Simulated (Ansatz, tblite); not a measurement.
# The cluster Be5Se4: one state, many levels

An exercise on one series of results from a longer session: the logs are not shown, and one member is left open.

Method: as each input shows; program: Ansatz 0.2.0, Gaussian basis.

Plan: GFN1-xTB, GFN2-xTB, PBE-D4/def2-TZVP, r2SCAN-D4/def2-TZVP, HSE06-D4/def2-TZVP, B97M-V/def2-TZVP, HF/def2-TZVP, PBE-D4/def2-SVP, PBE0-D4/def2-SVP, HF/6-31G, B3LYP-D4/6-31G, PBE0-D4/def2-TZVPD, PBE-D4/def2-TZVPD, HSE06-D4/def2-TZVPD, CCSD(T)/def2-SVP, MP2/def2-TZVP, RPA/def2-TZVP.

5 further runs of the same task are left out: 2 that didn't finish, 3 set aside as unsound or not needed. Runs told in other sessions of the task aren't counted.

## The relaxed structure

The singlet was relaxed beforehand with B3LYP-D4/def2-SVP. At that level it is the lowest of the isomers that a small search found.

9 atoms, charge 0, spin multiplicity 1.

Bond lengths: Be1–Be4 2.048 Å, Be1–Se6 2.042 Å, Be2–Se6 2.028 Å, Be2–Se7 2.028 Å, Be3–Se7 2.026 Å, Be3–Se8 2.026 Å, Be4–Se9 2.042 Å, Be5–Se8 2.028 Å, Be5–Se9 2.028 Å. Angles: Be4–Be1–Se6 165.0°, Se6–Be2–Se7 176.8°, Se7–Be3–Se8 178.5°, Be1–Be4–Se9 165.0°, Se8–Be5–Se9 176.8°, Be1–Se6–Be2 81.1°, Be2–Se7–Be3 89.0°, Be3–Se8–Be5 89.0°, Be4–Se9–Be5 81.1°.

PBE0-D4/def2-TZVP was run before; its log isn't repeated, and its numbers join the tables.

Set-up of the first run:

Tight binding, by tblite at 300 K electronic temperature and without a spin-polarisation term:

```python
tblite.interface.Calculator('GFN1-xTB', numbers, positions, charge=0, uhf=0).singlepoint()
```

Tight binding, by tblite at 300 K electronic temperature and without a spin-polarisation term:

```python
tblite.interface.Calculator('GFN2-xTB', numbers, positions, charge=0, uhf=0).singlepoint()
```

start.molden holds the orbitals of an earlier run on this state, given as this run's starting guess.

File in.yaml:

```yaml
crystal:
  periodic: [false, false, false]
  atoms:
    - {symbol: Be, position_ang: [-2.041669, -0.700403, 0.210876]}
    - {symbol: Be, position_ang: [-1.441009, 1.856385, -0.116964]}
    - {symbol: Be, position_ang: [1.359211, 1.410027, 0.073686]}
    - {symbol: Be, position_ang: [-0.610651, -2.050802, -0.355679]}
    - {symbol: Be, position_ang: [1.900591, -1.379642, 0.142211]}
    - {symbol: Se, position_ang: [-3.063141, 0.988314, 0.735500]}
    - {symbol: Se, position_ang: [0.189465, 2.634121, -1.039328]}
    - {symbol: Se, position_ang: [2.566400, 0.225008, 1.189010]}
    - {symbol: Se, position_ang: [1.140813, -2.983008, -0.839304]}
basis:
  gaussian: {orbitals: def2-TZVP, initial_orbitals: start.molden}
hamiltonian: {xc: pbe, dispersion: d4}
scf: {omitted_lower_state_checks: [starts]}
output: {orbitals: {seedname: orbitals}}
```

Launch:

```console
> ansatz run in.yaml --threads 4 --pin off --events-out ev --progress --plain --max-ram 4787MiB
```

Among the steps run: PBE-D4/def2-TZVP; r2SCAN-D4/def2-TZVP; HSE06-D4/def2-TZVP; B97M-V/def2-TZVP; HF/def2-TZVP; PBE-D4/def2-SVP; PBE0-D4/def2-SVP; HF/6-31G; B3LYP-D4/6-31G; PBE0-D4/def2-TZVPD; PBE-D4/def2-TZVPD; HSE06-D4/def2-TZVPD; CCSD(T)/def2-SVP; MP2/def2-TZVP; RPA/def2-TZVP.

One table of the session follows, with a row left open; its other results are not shown here.

| level | HOMO (eV) | LUMO (eV) | gap (eV) |
| --- | --- | --- | --- |
| HF/6-31G | -9.82 | -0.09 | 9.73 |
| HF/def2-TZVP | -9.74 | 0.09 | 9.83 |
| PBE-D4/def2-SVP | -6.33 | -3.39 | 2.94 |
| PBE-D4/def2-TZVP | -6.36 | -3.38 | 2.97 |
| PBE-D4/def2-TZVPD | -6.39 | -3.42 | 2.97 |
| r2SCAN-D4/def2-TZVP | ? | ? | ? |
| B97M-V/def2-TZVP | -6.50 | -3.26 | 3.24 |
| B3LYP-D4/6-31G | -7.23 | -2.83 | 4.40 |
| PBE0-D4/def2-SVP | -7.45 | -2.79 | 4.67 |
| PBE0-D4/def2-TZVP | -7.45 | -2.74 | 4.71 |
| PBE0-D4/def2-TZVPD | -7.47 | -2.76 | 4.70 |
| HSE06-D4/def2-TZVP | -7.05 | -3.10 | 3.96 |
| HSE06-D4/def2-TZVPD | -7.08 | -3.12 | 3.95 |

**Question.** Estimate the row for r2SCAN-D4/def2-TZVP.

**Answer.** HOMO (eV): -6.64; LUMO (eV): -3.24; gap (eV): 3.39. In the column «HOMO (eV)» it lies between HSE06-D4/def2-TZVP (-7.05) and B97M-V/def2-TZVP (-6.50).
